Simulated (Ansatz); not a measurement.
# CH2F3Si (SMILES [CH2][Si](F)(F)F): UCAM-B3LYP/def2-SVP

What is the vertical ionisation energy of CH2F3Si at UCAM-B3LYP/def2-SVP? 

The calculation is run with Ansatz 0.2.0.

59 further runs of the same task are left out: 59 set aside as unsound or not needed. Runs told in other sessions of the task aren't counted.

### Step 1. The structure to begin with

The species is CH2F3Si (7 atoms), meant as a doublet with charge 0. SMILES: `[CH2][Si](F)(F)F`. Geometry: relaxed at PBE0-D4/def2-TZVP.

Bond lengths: C1–Si2 1.812 Å, Si2–F3 1.577 Å, Si2–F4 1.578 Å, Si2–F5 1.577 Å, C1–H6 1.084 Å, C1–H7 1.084 Å. Angles: C1–Si2–F3 111.1°, C1–Si2–F4 112.7°, C1–Si2–F5 111.2°, F3–Si2–F4 106.8°, F3–Si2–F5 108.2°, F4–Si2–F5 106.7°, Si2–C1–H6 122.2°, Si2–C1–H7 122.2°, H6–C1–H7 115.6°.

### Step 2. The energy at UCAM-B3LYP/def2-SVP

File run.yaml:

```yaml
crystal:
  periodic: [false, false, false]
  atoms:
    - symbol: C
      position_ang: [-0.691800, 0.401700, 0.763500]
    - symbol: Si
      position_ang: [0.442900, -0.260900, -0.483500]
    - symbol: F
      position_ang: [0.009400, 0.178500, -1.934200]
    - symbol: F
      position_ang: [0.495400, -1.838000, -0.481100]
    - symbol: F
      position_ang: [1.916900, 0.241300, -0.236600]
    - symbol: H
      position_ang: [-1.731100, 0.616200, 0.542200]
    - symbol: H
      position_ang: [-0.380400, 0.593100, 1.784100]
basis:
  gaussian:
    orbitals: def2-SVP
magnetization:
  spin_polarized: true
  initial_magnetization: 1
hamiltonian:
  xc: {name: CAM-B3LYP}
accuracy: high
output: {orbitals: {seedname: orbitals}}
```

The run is started by

```sh
$ ansatz run run.yaml --threads 1 --pin off --max-ram 2610MiB --events-out events.jsonl --progress --plain --runs-dir runs
```

The program printed:

```text
Warning: RAYON_NUM_THREADS=1 ignored (pool sized by the plan → 1); use --threads N
Functional definition: CAM-B3LYP
  name "CAM-B3LYP"
  parameter alpha = 0.19
  parameter beta = 0.46
  parameter omega = 0.33/bohr
  parameter ac = 0.81
  exchange = (1 - alpha - beta)*b88_x + beta*b88_x_sr(omega) + alpha*exact_x + beta*exact_x_lr(omega)
  correlation = (1 - ac)*vwn5_c + ac*lyp_c
1745 factors; integrals over basis functions are off by at most 4.0e-9 eV
359 factors; integrals over basis functions are off by at most 1.8e-9 eV
mean field evaluation 1: about -17085.0977 eV, gradient 3.6e1 eV
mean field evaluation 2: about -17084.7931 eV, gradient 4.0e1 eV
mean field evaluation 4: about -17089.3004 eV, gradient 6.3e-1 eV
mean field evaluation 8: about -17089.4405 eV, gradient 5.1e-2 eV
mean field evaluation 16: about -17089.4405 eV, gradient 1.1e-4 eV
mean field -17089.44048576 eV, -628.0253542127 hartree, gradient 4.2e-8 eV, S^2 0.752956; 0 other end points of the search recorded, 0 dependent functions left out
reference -17089.44050200 eV, -628.0253548097 hartree; 25, 24 occupied and 59, 60 virtual orbitals, 1745 factors
Total energy: -17089.44050200 eV, -628.0253548097 hartree
```

Run time: 13 s. Hardware: 1 thread of Arm Neoverse V2, shared host; peak memory 0.43 GiB.

### Step 3. The singlet cation

File input.yaml:

```yaml
crystal:
  periodic: [false, false, false]
  atoms:
    - {symbol: C, position_ang: [-0.691800, 0.401700, 0.763500]}
    - {symbol: Si, position_ang: [0.442900, -0.260900, -0.483500]}
    - {symbol: F, position_ang: [0.009400, 0.178500, -1.934200]}
    - {symbol: F, position_ang: [0.495400, -1.838000, -0.481100]}
    - {symbol: F, position_ang: [1.916900, 0.241300, -0.236600]}
    - {symbol: H, position_ang: [-1.731100, 0.616200, 0.542200]}
    - {symbol: H, position_ang: [-0.380400, 0.593100, 1.784100]}
basis:
  gaussian: {orbitals: def2-SVP}
total_charge: 1
hamiltonian: {xc: {name: CAM-B3LYP}}
accuracy: high
output: {orbitals: {seedname: orbitals}}
```

The run is started by

```sh
$ ansatz run input.yaml --threads 1 --pin off --max-ram 2610MiB --events-out events.jsonl --progress --plain --runs-dir runs
```

The program printed (excerpt; [...] marks lines left out):

```text
Warning: RAYON_NUM_THREADS=1 ignored (pool sized by the plan → 1); use --threads N
[... 8 set-up lines as earlier in the session ...]
1745 factors; integrals over basis functions are off by at most 4.0e-9 eV
359 factors; integrals over basis functions are off by at most 1.8e-9 eV
mean field evaluation 1: about -17068.3110 eV, gradient 8.1e1 eV
mean field evaluation 2: about -17044.6305 eV, gradient 1.4e2 eV
mean field evaluation 4: about -17078.3446 eV, gradient 5.8e0 eV
mean field evaluation 8: about -17078.5461 eV, gradient 6.3e-1 eV
mean field evaluation 16: about -17078.5476 eV, gradient 5.4e-4 eV
mean field -17078.54763098 eV, -627.6250491833 hartree, gradient 1.1e-8 eV, S^2 0.000000; 0 other end points of the search recorded, 0 dependent functions left out
reference -17078.54764682 eV, -627.6250497651 hartree; 24, 24 occupied and 60, 60 virtual orbitals, 1745 factors
Total energy: -17078.54764682 eV, -627.6250497651 hartree
```

It took 8.1 s on 1 thread of Arm Neoverse V2, shared host; peak memory 0.29 GiB.

### Step 4. What came out

At UCAM-B3LYP/def2-SVP:

```
                                           quantity          value
                      doublet CH2F3Si: total energy  -628.02535 Eh
doublet CH2F3Si: HOMO energy (highest over α and β)       -9.44 eV
 doublet CH2F3Si: LUMO energy (lowest over α and β)       -1.95 eV
                              doublet CH2F3Si: ⟨S²⟩          0.753
                       singlet cation: total energy  -627.62505 Eh
                        singlet cation: HOMO energy      -18.90 eV
                        singlet cation: LUMO energy      -12.24 eV
                      singlet cation: HOMO–LUMO gap        6.67 eV
 vertical ionisation energy (to the singlet cation)      10.893 eV
```

What this shows: The vertical ionisation energy comes to 10.89 eV (251 kcal/mol).
